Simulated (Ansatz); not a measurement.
**CH5GeS radical: up Jacob's ladder to CCSD(T)**

An exercise on one series of results from a longer session: the logs are not shown, and one member is left open.

Method: functionals in def2-TZVPP, the program's frozen cores in correlated methods; program: Ansatz 0.2.0, Gaussian basis.

The runs, in order: LDA (SPW92), PBE-D4, revPBE-D4, BLYP-D4, r2SCAN-D4, B97M-V, PBE0-D4, B3LYP-D4, r2SCANh-D4, r2SCAN0-D4, HSE06-D4, BHLYP-D4, CAM-B3LYP-D4, LC-ωPBE, ωB97X-V, ωB97M-V, B2PLYP, PBE-QIDH; CCSD(T)/def2-SVP; CCSD(T)/def2-TZVPP; MP2/def2-QZVPP; extrapolation to the limit; RPA on PBE.

### The geometry

All runs share one geometry, relaxed beforehand with PBE0-D4 in a triple-zeta def2 set.

SMILES `C[S][GeH2]`, 8 atoms, charge 0, spin multiplicity 2.

Atoms are counted from 1 here; the program's logs count them from 0.

Bond lengths: C1–S2 1.812 Å, C1–H4 1.089 Å, C1–H5 1.090 Å, C1–H6 1.090 Å, S2–Ge3 2.207 Å, Ge3–H7 1.554 Å, Ge3–H8 1.546 Å. Angles: S2–C1–H4 111.0°, S2–C1–H5 111.1°, S2–C1–H6 106.7°, H4–C1–H5 110.0°, H4–C1–H6 108.8°, H5–C1–H6 109.0°, C1–S2–Ge3 100.5°, S2–Ge3–H7 108.4°, S2–Ge3–H8 105.4°, H7–Ge3–H8 110.7°.

Set-up of the first run:

File in.yaml:

```yaml
crystal:
  periodic: [false, false, false]
  atoms:
    - {symbol: C, position_ang: [-0.638755, 1.117072, -0.402116]}
    - {symbol: S, position_ang: [-0.851676, -0.165660, 0.859555]}
    - {symbol: Ge, position_ang: [0.635302, -1.648882, 0.181677]}
    - {symbol: H, position_ang: [-0.953794, 0.758653, -1.381499]}
    - {symbol: H, position_ang: [0.395589, 1.457808, -0.444751]}
    - {symbol: H, position_ang: [-1.275792, 1.952154, -0.111131]}
    - {symbol: H, position_ang: [1.964601, -0.906342, -0.127144]}
    - {symbol: H, position_ang: [0.816726, -2.622005, 1.369510]}
basis:
  gaussian: {orbitals: def2-TZVPP}
magnetization: {spin_polarized: true, initial_magnetization: 1}
hamiltonian: {xc: lda}
output: {orbitals: {seedname: orbitals}}
```

Among the steps run: LDA; PBE-D4 (GGA); revPBE-D4 (GGA); BLYP-D4 (GGA); r2SCAN-D4 (meta-GGA); B97M-V (meta-GGA); PBE0-D4 (hybrid); B3LYP-D4 (hybrid); r2SCANh-D4 (hybrid); r2SCAN0-D4 (hybrid); HSE06-D4 (hybrid); BHLYP-D4 (hybrid); CAM-B3LYP-D4 (range-separated); LC-ωPBE-D4 (range-separated; the results give it without D4); ωB97X-V (range-separated); ωB97M-V (range-separated); B2PLYP (double hybrid); PBE-QIDH (double hybrid).

One table of the session follows, with a row left open; its other results are not shown here.

It belongs to the step «Frontier levels by functional». 

```
  functional  HOMO (eV)  LUMO (eV)  gap (eV)
 LDA (SPW92)          ?          ?         ?
      PBE-D4      -4.71      -3.64      1.07
   revPBE-D4      -4.69      -3.52      1.17
     BLYP-D4      -4.52      -3.64      0.88
   r2SCAN-D4      -5.05      -3.33      1.72
      B97M-V      -4.95      -3.72      1.23
     PBE0-D4      -5.82      -2.78      3.03
    B3LYP-D4      -5.56      -3.15      2.41
  r2SCANh-D4      -5.46      -3.02      2.44
  r2SCAN0-D4      -6.06      -2.55      3.51
    HSE06-D4      -5.43      -3.16      2.27
    BHLYP-D4      -6.75      -1.99      4.76
CAM-B3LYP-D4      -7.02      -1.89      5.13
     LC-ωPBE      -8.41      -0.54      7.86
     ωB97X-V      -7.95      -0.96      6.99
     ωB97M-V      -7.77      -1.03      6.74
```

**Question.** Estimate the row for LDA (SPW92).

The run gave: HOMO (eV): -4.72; LUMO (eV): -3.96; gap (eV): 0.77. In the column «HOMO (eV)» it lies between B97M-V (-4.95) and PBE-D4 (-4.71).
